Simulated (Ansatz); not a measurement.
## CH₇ClP₂Si, SMILES P[SiH](P)CCl: a ladder of methods at one geometry, step by step

With Ansatz's Python interface.

Typed at the interpreter:
```pycon
>>> from pathlib import Path
>>> import ansatz as az
>>> import numpy as np
>>> geometry_ang = [
...     ("P", [1.8044, 1.1706, 0.5395]),
...     ("Si", [0.0262, 0.2415, -0.4129]),
...     ("P", [-1.7758, 1.3326, 0.2886]),
...     ("C", [-0.0777, -1.5633, -0.1011]),
...     ("Cl", [-0.1223, -1.9186, 1.6411]),
...     ("H", [1.5909, 0.6611, 1.8424]),
...     ("H", [2.7497, 0.1842, 0.1751]),
...     ("H", [0.1315, 0.4995, -1.8707]),
...     ("H", [-2.6589, 0.91, -0.7315]),
...     ("H", [-1.4765, 2.5779, -0.3113]),
...     ("H", [-0.9765, -2.0017, -0.5444]),
...     ("H", [0.7849, -2.0938, -0.5146]),
... ]
>>> ch7clp2si = az.Crystal.molecule()
>>> for symbol, xyz in geometry_ang:
...     ch7clp2si = ch7clp2si.atom(symbol, xyz)
...
>>> model = ch7clp2si.calculation().basis(gaussian="cc-pVDZ")
>>> print("functional    E (Ha)        dipole (D)   HOMO (eV)  LUMO (eV)")
functional    E (Ha)        dipole (D)   HOMO (eV)  LUMO (eV)
>>> for name in ["lda", "r2scan", "b3lyp", "blyp", "revpbe"]:
...     rep = model.functional(name).forces().orbitals().run(threads=1, runs_dir="runs").report
...     lines = Path(rep["orbitals_path"]).read_text().splitlines()
...     field_of = lambda key: [line.split("=")[1].strip() for line in lines if line.startswith(key)]
...     orbitals = [(27.211386 * float(e), s, float(n)) for e, s, n in zip(field_of("Ene="), field_of("Spin="), field_of("Occup="))]
...     homo = max(e for e, _, n in orbitals if n > 0.5)
...     lumo = min(e for e, _, n in orbitals if n < 0.5)
...     dipole = 4.803205 * np.linalg.norm(rep["charge_distribution"]["dipole_moment_e_ang"])
...     print(f"{name:10s} {rep['free_energy_ev'] / 27.211386246:14.6f} {dipole:9.3f} {homo:11.3f} {lumo:10.3f}")
...
lda          -1469.122142     2.151      -6.127     -0.927
r2scan       -1474.585486     2.271      -6.375     -0.586
b3lyp        -1474.787594     2.120      -6.980     -0.011
blyp         -1474.651128     1.998      -5.883     -0.562
revpbe       -1474.428746     2.103      -6.057     -0.704
```

Total energies depend on the basis set; only differences at equal settings carry meaning. The geometry is a force-field or estimated start, not a minimum of this method, and the basis set is short of its limit. A lower total doesn't mark the better method: functionals have no common bound, and MP2 and coupled cluster aren't variational. b3lyp holds the VWN-RPA fit, as in Gaussian; the form of ORCA and Turbomole is b3lyp5. Levels such as HOMO and LUMO are orbital energies: with these approximate functionals they aren't the ionisation energy and electron affinity, and their gap isn't the fundamental gap. For Al to Cl the sets with a tight d function, cc-pV(X+d)Z, are usual. Run time: 46 s on 1 thread of Arm Neoverse V1, on a shared host, peak memory 0.4 GiB.
